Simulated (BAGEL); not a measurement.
# UHF/6-31G(d) (density fitting with qzvpp-jkfit, spherical functions) run of CH4AlSe (SMILES [CH3][Al][SeH])

Aim: the energy change on altering one bond length of CH4AlSe at UHF/6-31G* (density fitting with qzvpp-jkfit, spherical functions), from 2 runs. 

The calculation is run with BAGEL 1.2.2.

5 further runs of the same task are left out: 4 that didn't finish, 1 set aside as unsound or not needed.

### 1 The system as given

CH4AlSe has 7 atoms, charge 0, and is taken as a doublet. As SMILES, `[CH3][Al][SeH]`. Geometry: relaxed at PBE0-D4/def2-TZVP. This is one conformer, not always the lowest.

Bond lengths: C1–Al2 1.965 Å, Al2–Se3 2.344 Å, C1–H4 1.095 Å, C1–H5 1.095 Å, C1–H6 1.091 Å, Se3–H7 1.468 Å. Angles: C1–Al2–Se3 114.9°, Al2–C1–H4 109.3°, Al2–C1–H5 109.8°, Al2–C1–H6 112.9°, Al2–Se3–H7 93.0°, H4–C1–H5 107.8°, H4–C1–H6 108.2°, H5–C1–H6 108.6°.

### 2 A single-point energy at UHF/6-31G(d) (density fitting with qzvpp-jkfit, spherical functions)

hf.json reads:

```json
{ "bagel": [

{
  "title": "molecule",
  "basis": "6-31gs.json",
  "df_basis": "qzvpp-jkfit",
  "angstrom": true,
  "geometry": [
    { "atom": "C", "xyz": [   -1.164200,    0.374900,   -0.315900 ] },
    { "atom": "Al", "xyz": [    0.169700,   -0.590400,    0.757400 ] },
    { "atom": "Se", "xyz": [    2.387200,   -0.335800,    0.041100 ] },
    { "atom": "H", "xyz": [   -1.246600,   -0.096900,   -1.300700 ] },
    { "atom": "H", "xyz": [   -0.841200,    1.409800,   -0.466600 ] },
    { "atom": "H", "xyz": [   -2.154500,    0.381700,    0.142600 ] },
    { "atom": "H", "xyz": [    2.911000,   -1.211500,    1.096300 ] }
  ]
},
{ "title": "uhf", "nopen": 1 },
{ "title": "print", "file": "orbitals.molden", "orbitals": true }

]}
```

The basis set 6-31G* is read from a file made from the Basis Set Exchange's data (not shown).

Run with:

```sh
$ BAGEL_NUM_THREADS=1 BAGEL hf.json > hf.out
```

The program printed:

```text
* using 1 threads per process

  ===============================================================
  ===============================================================

  *** Geometry ***

  { "atom" : "C", "xyz" : [     -2.200019,      0.708458,     -0.596964 ] },
  { "atom" : "Al", "xyz" : [      0.320687,     -1.115694,      1.431279 ] },
  { "atom" : "Se", "xyz" : [      4.511154,     -0.634570,      0.077668 ] },
  { "atom" : "H", "xyz" : [     -2.355733,     -0.183114,     -2.457967 ] },
  { "atom" : "H", "xyz" : [     -1.589638,      2.664136,     -0.881746 ] },
  { "atom" : "H", "xyz" : [     -4.071415,      0.721308,      0.269475 ] },
  { "atom" : "H", "xyz" : [      5.500993,     -2.289403,      2.071707 ] },

  Number of auxiliary basis functions:      541

  Since a DF basis is specified, we compute 2- and 3-index integrals:
    o Being stored without compression. Storage requirement is 0.022 GB

  Number of basis functions:       72
  Number of electrons      :       57

    * METHOD: MOLECULE                             0.25

  *** Open-shell HF ***

  === Nuclear Repulsion ===
   197.1904950007

      * DIIS with orbital gradients will be used.

  === UHF iteration (6-31gs.json) ===
      0      -2681.52899728          0.02720053           0.13
      1      -2681.63094857          0.01327172           0.13
      2      -2681.65038002          0.00683299           0.13
      3      -2681.65519130          0.00111929           0.13
      4      -2681.65620350          0.00037108           0.13
      5      -2681.65633666          0.00015144           0.13
      6      -2681.65638388          0.00004635           0.13
      7      -2681.65639185          0.00002215           0.13
      8      -2681.65639433          0.00001098           0.13
      9      -2681.65639531          0.00000313           0.13
     10      -2681.65639537          0.00000114           0.12
     11      -2681.65639538          0.00000051           0.13
     12      -2681.65639538          0.00000026           0.12
     13      -2681.65639538          0.00000011           0.13
     14      -2681.65639538          0.00000006           0.13
     15      -2681.65639538          0.00000003           0.13
     16      -2681.65639538          0.00000001           0.13
     17      -2681.65639538          0.00000001           0.13
    * SCF iteration converged.

    * S^2 (UHF) is 0.7551

    * Permanent dipole moment:
           (    0.681170,     0.203840,    -0.384611) a.u.

    * METHOD: UHF                                  2.47

    * METHOD: PRINT                                0.01

  ===============================================================
```

It took 2.9 s on 1 thread of Arm Neoverse V2, shared host; peak memory 0.12 GiB.

### 3 The distorted shape

hf.json reads:

```json
{ "bagel": [

{
  "title": "molecule",
  "basis": "6-31gs.json",
  "df_basis": "qzvpp-jkfit",
  "angstrom": "true",
  "geometry": [
    { "atom": "C", "xyz": [   -1.065319,    0.941063,    0.865867 ] },
    { "atom": "Al", "xyz": [    0.268581,   -0.024237,    1.939167 ] },
    { "atom": "Se", "xyz": [    2.486081,    0.230363,    1.222867 ] },
    { "atom": "H", "xyz": [   -1.246600,   -0.096900,   -1.300700 ] },
    { "atom": "H", "xyz": [   -0.742319,    1.975963,    0.715167 ] },
    { "atom": "H", "xyz": [   -2.055619,    0.947863,    1.324367 ] },
    { "atom": "H", "xyz": [    3.009881,   -0.645337,    2.278067 ] }
  ]
},
{ "title": "uhf", "nopen": 1 },
{ "title": "print", "file": "orbitals.molden", "orbitals": "true" }

]}
```

The basis set 6-31G* is read from a file made from the Basis Set Exchange's data (not shown).

Run with:

```sh
$ BAGEL_NUM_THREADS=1 BAGEL hf.json > hf.out
```

The program printed:

```text
* using 1 threads per process

  ===============================================================
  ===============================================================

  *** Geometry ***

  { "atom" : "C", "xyz" : [     -2.013161,      1.778351,      1.636251 ] },
  { "atom" : "Al", "xyz" : [      0.507545,     -0.045801,      3.664495 ] },
  { "atom" : "Se", "xyz" : [      4.698012,      0.435323,      2.310884 ] },
  { "atom" : "H", "xyz" : [     -2.355733,     -0.183114,     -2.457967 ] },
  { "atom" : "H", "xyz" : [     -1.402780,      3.734029,      1.351470 ] },
  { "atom" : "H", "xyz" : [     -3.884557,      1.791201,      2.502691 ] },
  { "atom" : "H", "xyz" : [      5.687851,     -1.219510,      4.304923 ] },

  Number of auxiliary basis functions:      541

  Since a DF basis is specified, we compute 2- and 3-index integrals:
    o Being stored without compression. Storage requirement is 0.022 GB

  Number of basis functions:       72
  Number of electrons      :       57

    * METHOD: MOLECULE                             0.26

  *** Open-shell HF ***

  === Nuclear Repulsion ===
   193.9271269079

      * DIIS with orbital gradients will be used.

  === UHF iteration (6-31gs.json) ===
      0      -2681.29646623          0.02896545           0.13
      1      -2681.40250915          0.02037813           0.13
      2      -2681.45004629          0.01329460           0.13
      3      -2681.48403648          0.00217914           0.13
      4      -2681.50492234          0.00164141           0.13
      5      -2681.51367018          0.00137620           0.13
      6      -2681.52177014          0.00092896           0.13
      7      -2681.52410818          0.00044052           0.13
      8      -2681.52433218          0.00025241           0.13
      9      -2681.52442560          0.00012970           0.13
     10      -2681.52444630          0.00006327           0.13
     11      -2681.52445098          0.00002331           0.13
     12      -2681.52445209          0.00000972           0.13
     13      -2681.52445252          0.00000558           0.13
     14      -2681.52445269          0.00000293           0.13
     15      -2681.52445272          0.00000145           0.13
     16      -2681.52445272          0.00000067           0.13
     17      -2681.52445272          0.00000040           0.13
     18      -2681.52445272          0.00000022           0.13
     19      -2681.52445272          0.00000010           0.13
     20      -2681.52445272          0.00000007           0.13
     21      -2681.52445272          0.00000004           0.13
     22      -2681.52445272          0.00000002           0.13
     23      -2681.52445272          0.00000001           0.13
     24      -2681.52445272          0.00000001           0.13
    * SCF iteration converged.

    * S^2 (UHF) is 1.6020

    * Permanent dipole moment:
           (    0.589298,     0.177418,    -0.638434) a.u.

    * METHOD: UHF                                  3.38

    * METHOD: PRINT                                0.01

  ===============================================================
```

Run time: 3.9 s. Hardware: 1 thread of Arm Neoverse V2, shared host; peak memory 0.12 GiB.

### 4 Outcome

Level: UHF/6-31G* (density fitting with qzvpp-jkfit, spherical functions).

| quantity | value |
| --- | --- |
| first shape: total energy | -2681.65640 Eh |
| first shape: dipole moment | 2.05 D |
| first shape: ⟨S²⟩ | 0.755 |
| distorted shape: total energy | -2681.52445 Eh |
| distorted shape: dipole moment | 2.25 D |
| distorted shape: ⟨S²⟩ | 1.602 |
| energy change with the C1–H4 bond stretched from 1.095 to 2.409 Å | 3.590 eV |

**Reading.** With the C1–H4 bond stretched from 1.095 to 2.409 Å the energy rises by 3.59 eV (346 kJ/mol). The first shape isn't relaxed at this level, so the change isn't measured from a minimum. ⟨S²⟩ (distorted shape) is 1.60 where a pure doublet has 0.75: the reference is spin-contaminated.
